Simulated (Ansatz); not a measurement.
# SnSe2: the cost of one run

Program: Ansatz 0.2.0. Level of theory: DFT PBE+D3(BJ), scalar-relativistic, plane waves, PAW. These are calculated values, not measurements.

The COD entry's cell or inner coordinates are ideal or old and differ from later refinements, so a difference from it is no clean test against experiment.

18 further runs of the same task are left out: 18 set aside as unsound or not needed.

## Step 1: The system as given

The structure is trigonal, space group P-3m1 (No. 164). Conventional cell: a = 3.978 Å, b = 3.978 Å, c = 32.374 Å, α = 90.00°, β = 90.00°, γ = 120.00°. Around Se (site symmetry 3m) lie 3 Sn at 2.73 Å. Sn (site symmetry -3m) has 6 Se at 2.73 Å as nearest neighbours.

As a file:

```cif
data_structure
_symmetry_space_group_name_H-M 'P 1'
_symmetry_Int_Tables_number 1
_cell_length_a 3.9780
_cell_length_b 3.9780
_cell_length_c 32.3737
_cell_angle_alpha 90.000
_cell_angle_beta 90.000
_cell_angle_gamma 120.000
_cell_volume 443.66
loop_
_atom_site_label
_atom_site_type_symbol
_atom_site_fract_x
_atom_site_fract_y
_atom_site_fract_z
_atom_site_occupancy
Se1 Se 0.66667 0.33333 0.45442 1
Sn1 Sn 0.00000 0.00000 0.50000 1
Se2 Se 0.33333 0.66667 0.54558 1
```

This is the geometry of the first run shown, built on a cell relaxed beforehand with the same method.

## Step 2: Plan of the line

Atoms count from 1 in the order of the input.

The lattice constant and the thickness of a sheet are varied, nothing relaxed.

- lattice constant a of the sheet (both vectors scaled alike): 7 values from 3.596 to 4.055 Å
- thickness: height of Se3 above Se1, all heights scaled alike: 7 values from 2.951 to 3.450 Å

Nothing else is relaxed. Points are written as (first, second).

## Step 3: Grid point (3.978 Å, 2.951 Å)

The sheet is isolated along c: the input cuts the Coulomb interaction between periodic copies.

input.yaml

```yaml
crystal:
  lattice:
    - [3.978, 0.0, 0.0]
    - [-1.989, 3.4450490562, 0.0]
    - [0.0, 0.0, 32.3737046298]
  atoms:
    - { symbol: Se, position: [0.6666666667, 0.3333333333, 0.4544228868] }
    - { symbol: Sn, position: [0.0, 0.0, 0.5] }
    - { symbol: Se, position: [0.3333333333, 0.6666666667, 0.5455771132] }
  periodic: [true, true, false]
basis:
  ecutwfc: 420
kpoints:
  mp_grid: { grid: [9, 9, 1] }
hamiltonian:
  xc: pbe
  dispersion: d3bj
scf:
  occupations: { method: gaussian, width: 0.02 }
output:
  forces: true
  stress: true
  eigenvalues: true
  write_density: true
  write_potential: true
  elf: true
  volumetric_format: npy
```

Command:

```bash
> ansatz run input.yaml --threads 1 --pin off --max-ram 3072MiB --backend cpu --events-out ev --progress --plain --runs-dir out
```

**Question.** How long does this run take on 1 thread of Arm Neoverse V2, shared host, and how much memory does it need?

About 9.9 s, with a peak of 0.57 GiB.
